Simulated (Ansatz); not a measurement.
# CH5ClFNOSi: up Jacob's ladder to CCSD(T)

An exercise on one series of results from a longer session: the logs are not shown, and one member is left open.

The runs use Ansatz 0.2.0, Gaussian basis; functionals in def2-TZVPP, the program's frozen cores in correlated methods.

Plan: PBE-D4, r2SCAN-D4, PBE0-D4, B3LYP-D4, ωB97X-V, ωB97M-V, B2PLYP; CCSD(T)/def2-TZVPP; MP2/def2-QZVPP; extrapolation to the limit.

## The relaxed structure

All runs share one geometry, relaxed beforehand with PBE0-D4 in a triple-zeta def2 set.

11 atoms, charge 0, spin multiplicity 1.

Atoms are counted from 1 here; the program's logs count them from 0.

Bond lengths: N1–Si2 1.690 Å, N1–H7 1.006 Å, N1–H8 1.007 Å, Si2–Cl3 2.071 Å, Si2–C4 1.909 Å, Si2–H9 1.477 Å, C4–O5 1.374 Å, C4–F6 1.404 Å, C4–H10 1.097 Å, O5–H11 0.963 Å. Angles: Si2–N1–H7 122.3°, Si2–N1–H8 120.0°, H7–N1–H8 112.5°, N1–Si2–Cl3 115.7°, N1–Si2–C4 106.9°, N1–Si2–H9 110.4°, Cl3–Si2–C4 104.7°, Cl3–Si2–H9 105.9°, C4–Si2–H9 113.3°, Si2–C4–O5 109.4°, Si2–C4–F6 107.1°, Si2–C4–H10 112.9°, O5–C4–F6 110.0°, O5–C4–H10 112.4°, F6–C4–H10 104.9°, C4–O5–H11 109.6°.

Set-up of the first run:

Contents of in.yaml:

```yaml
crystal:
  periodic: [false, false, false]
  atoms:
    - {symbol: N, position_ang: [-1.233771, -1.050050, -0.775171]}
    - {symbol: Si, position_ang: [0.307501, -0.356690, -0.806409]}
    - {symbol: Cl, position_ang: [0.685457, 0.922420, -2.390661]}
    - {symbol: C, position_ang: [0.453327, 0.742022, 0.748286]}
    - {symbol: O, position_ang: [0.696309, -0.048808, 1.845671]}
    - {symbol: F, position_ang: [-0.773232, 1.407791, 0.899479]}
    - {symbol: H, position_ang: [-1.492881, -1.812672, -1.377479]}
    - {symbol: H, position_ang: [-2.026880, -0.500588, -0.485513]}
    - {symbol: H, position_ang: [1.342620, -1.407507, -0.877757]}
    - {symbol: H, position_ang: [1.196579, 1.541407, 0.636971]}
    - {symbol: H, position_ang: [0.910471, 0.505875, 2.603283]}
basis:
  gaussian: {orbitals: def2-TZVPP}
hamiltonian: {xc: pbe, dispersion: d4}
output: {forces: true, orbitals: {seedname: orbitals}}
```

Command:

```console
> ansatz run in.yaml --threads 4 --pin off --events-out ev --progress --plain --max-ram 10444MiB
```

Among the steps run: PBE-D4 (GGA); r2SCAN-D4 (meta-GGA); PBE0-D4 (hybrid); B3LYP-D4 (hybrid); ωB97X-V (range-separated); ωB97M-V (range-separated); B2PLYP (double hybrid); CCSD(T) in def2-TZVPP; MP2 in def2-QZVPP.

One of the session's tables, all rows but one given; the rest of the session is left out.

| method | atomisation energy (kJ/mol) |
| --- | --- |
| PBE-D4 | 4063.3 |
| r2SCAN-D4 | 3970.8 |
| PBE0-D4 | 3960.2 |
| B3LYP-D4 | 3955.8 |
| ωB97X-V | 3990.4 |
| ωB97M-V | 3991.3 |
| B2PLYP | 3912.3 |
| HF/def2-TZVPP | 2734.1 |
| MP2/def2-TZVPP | ? |
| CCSD/def2-TZVPP | 3770.4 |
| CCSD(T)/def2-TZVPP | 3840.5 |
| MP2/CBS | 4075.1 |
| CCSD(T)/CBS | 3974.4 |

**Question.** Estimate the row for MP2/def2-TZVPP.

As computed: atomisation energy (kJ/mol): 3941.2. In the column «atomisation energy (kJ/mol)» it lies between B2PLYP (3912.3) and B3LYP-D4 (3955.8).

Caveats from the session: Free atoms (1 N, 1 Si, 1 Cl, 1 C, 1 O, 1 F, 5 H) were run apart at each level; the atomisation energy is their sum less the molecule, without zero-point or spin-orbit terms.
